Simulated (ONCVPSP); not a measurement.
**Pseudopotential generation for V: ONCV, PBE**

Task: generate the file, and judge it by its errors in other configurations, its logarithmic derivatives, its ghosts and its cutoff.

Method: ONCVPSP 4.0.1, PBE, fully relativistic.

## Step 1: The atom and the settings

The settings as typed:

- element: vanadium (V, Z = 23)
- type: optimised norm-conserving Vanderbilt (ONCV)
- frozen core: [Ar]
- valence charge: 5
- reference configuration: 3d3 4s1 (charge +1)
- partial waves: 4s: rc 2.45 bohr, ncon 3, nbas 7, qcut 2.8 1/bohr, 2 projectors, debl 3.5 Ha; p scattering state at 0.2 Ha: rc 2.30 bohr, ncon 5, nbas 9, qcut 3.5 1/bohr, 2 projectors, debl 3.3 Ha; 3d: rc 1.85 bohr, ncon 3, nbas 7, qcut 6.8 1/bohr, 2 projectors, debl 0.6 Ha
- local potential: polynomial inside 1.20 bohr (lpopt 5, dvloc0 0 Ha)
- core correction: Teter function, fcfact 4.75, rcfact 1.3

The outer shells as boxes (Hund's rule for the drawing; the calculation is spin-unpolarised):

```
[Ar] core
3d [↑ ][↑ ][↑ ][  ][  ]
4s [↑ ]
```

The nodes and maxima of the atom's own shells, from an earlier all-electron run, set the scale for the radii.

All-electron outer shells of the reference configuration (PBE, scalar-relativistic, ld1.x):

| shell | level (eV) | outermost node (bohr) | outermost maximum (bohr) |
| --- | --- | --- | --- |
| 3p | -51.65 | 0.35 | 0.84 |
| 3d | -12.63 | – | 0.90 |
| 4s | -10.90 | 1.17 | 2.59 |
| 4p | -6.83 | 1.29 | 3.20 |

## Step 2: The generation run

Input file V.dat:

```
# ATOM AND REFERENCE CONFIGURATION
# atsym  z   nc   nv     iexc    psfile
  V 23.00    5    2        4      upf
#
#   n    l    f
    1    0    2.00
    2    0    2.00
    2    1    6.00
    3    0    2.00
    3    1    6.00
    3    2    3.00
    4    0    1.00
#
# PSEUDOPOTENTIAL AND OPTIMIZATION
# lmax
    2
#
#   l,   rc,      ep,       ncon, nbas, qcut
    0    2.45    0.00    3    7    2.80
    1    2.30    0.20    5    9    3.50
    2    1.85    0.00    3    7    6.80
#
# LOCAL POTENTIAL
# lloc, lpopt,  rc(5),   dvloc0
    4    5    1.20    0.00
#
# VANDERBILT-KLEINMAN-BYLANDER PROJECTORs
# l, nproj, debl
    0    2    3.50
    1    2    3.30
    2    2    0.60
#
# MODEL CORE CHARGE
# icmod, fcfact, rcfact
    3    4.75    1.30
#
# LOG DERIVATIVE ANALYSIS
# epsh1, epsh2, depsh
   -2.00    5.00    0.02
#
# OUTPUT GRID
# rlmax, drl
    6.00    0.01
#
# TEST CONFIGURATIONS
# ncnf
    4
# nvcnf
#   n    l    f
    2
    3    2    3.00
    4    0    2.00
#
    2
    3    2    3.00
    4    0    0.00
#
    2
    3    2    2.00
    4    0    0.00
#
    3
    3    2    3.00
    4    0    0.00
    4    1    2.00
#
```

Launch:

```
$ oncvpspr.x < V.dat > V.out
```

Before running it: what results should come out? Wanted: cutoffs for 1 and 0.1 mHa per electron, occupied waves; bound ghosts; GHOST(+) flags; largest test error; largest phase difference near zero energy, channels read; rms error of d²Exc/dn², without and with the model core; projector energies reset by the program.

As calculated:

```
                                                quantity                                       value
  cutoffs for 1 and 0.1 mHa per electron, occupied waves                             21 Ha and 33 Ha
                                            bound ghosts                                  none found
                                          GHOST(+) flags     s at 6 eV, p3/2 at 86 eV, p1/2 at 86 eV
                            largest test error (AE − PS)  +29 meV, for 3d3 4s0 4p2 (1 test unsolved)
largest phase difference near zero energy, channels read                                   3.102 rad
 rms error of d²Exc/dn², without and with the model core                         20.18 and 12.98 mHa
                 projector energies reset by the program                          p: 0.050, 3.350 Ha
```

In words: By total energies transferability is fair where solved: the largest error is 29 meV on 0.9 eV, for 3d3 4s0 4p2. Of the tests 1 gave no usable energy difference, which is a warning in itself. It counts as of middling hardness, with 21 Ha needed at the looser tolerance. At the looser tolerance the 3d wave is the slowest; 4s needs 3 Ha. That counts occupied waves only; other projectors can need more. It is free of bound ghosts as far as tested. Near zero energy the largest phase difference among the channels read is 3.10 rad, in the s channel. A step near π is an extra or missing state, not a misfit of shape. The pseudo curves have a pole with no partner nearby in the atom's: s at 0.20 Ha. At positive energy that is a spurious or a displaced resonance. The program also flags highly localised states, GHOST(+) (s, p3/2, p1/2). These are tests on the free atom; a crystal test is still owed.
